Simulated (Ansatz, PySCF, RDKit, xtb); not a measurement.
# C3H9BS: which of the isomers drawn lies lowest?

A sample of isomers of C3H9BS is drawn. Aim: find which of them has the lowest free energy at 298.15 K, then its properties. The sample is small against all isomers, and the most stable one of this formula need not be in it.

The funnel: GFN2-xTB relaxations, single points with a density functional, relaxations at r2SCAN-D4/def2-SVP, harmonic vibrations (at GFN2-xTB), and a last energy at a higher level. All values are calculated.

1 further run of the same task is left out (set aside as unsound or not needed).

### Step 1. Drawing up candidates

Isomers were taken from a list of plausible structures; this is a sample, not all of them. That gives 5 candidates.

```
label        SMILES     spin
 c028  BC[C@@H](C)S  singlet
 c393         BCCCS  singlet
 c700     BC(C)(C)S  singlet
 c853  B[C@@H](S)CC  singlet
 c859  B[C@@H](C)CS  singlet
```

Candidates are built by distance geometry, with a force field where one applies, in up to four conformers (letters a to d).

**Question.** With final energies at CCSD(T)/def2-SVP + MP2/def2-TZVPP - MP2/def2-SVP, which structure will this search put lowest in free energy, and by what margin?

| quantity | value |
| --- | --- |
| lowest structure found | CC1(C)[BH2-][SH+]1, singlet |
| next finalist | CC[C@H]1[BH2-][SH+]1, singlet, 2.6 kcal/mol higher in G |
| share at equilibrium, among the finalists | 98.7 % |
| dipole moment (PBE0/def2-SVPD) | 2.19 D |
| HOMO energy (PBE0/def2-SVPD) | -7.80 eV |
| LUMO energy (PBE0/def2-SVPD) | -0.24 eV |
| HOMO–LUMO gap (PBE0/def2-SVPD) | 7.56 eV |
| lowest excitation (TD-PBE0/def2-SVPD) | 5.98 eV (f = 0.010) |
| strongest of the states computed, same level | 7.65 eV (f = 0.052) |
| lowest triplet excitation, same level, Tamm-Dancoff | 5.35 eV |
| vertical ionisation energy | 9.77 eV |
| vertical electron affinity | -1.13 eV (unbound: the value depends on the basis) |
| vertical triplet less singlet | +5.39 eV |

The search ends on `CC1(C)[BH2-][SH+]1`. The margin, 2.6 kcal/mol, is modest. r2SCAN-D4/def2-SVP, relaxed, HF/def2-SVP and MP2/def2-SVP already put its bonding pattern lowest among the structures in one piece. 3 minima inside the window were never screened. Lowest found is not proven lowest: the search is finite, and each finalist counts with one conformer. Only 5 drawn patterns were tried, so whole families of isomers are missing, and the result ranks this sample alone.
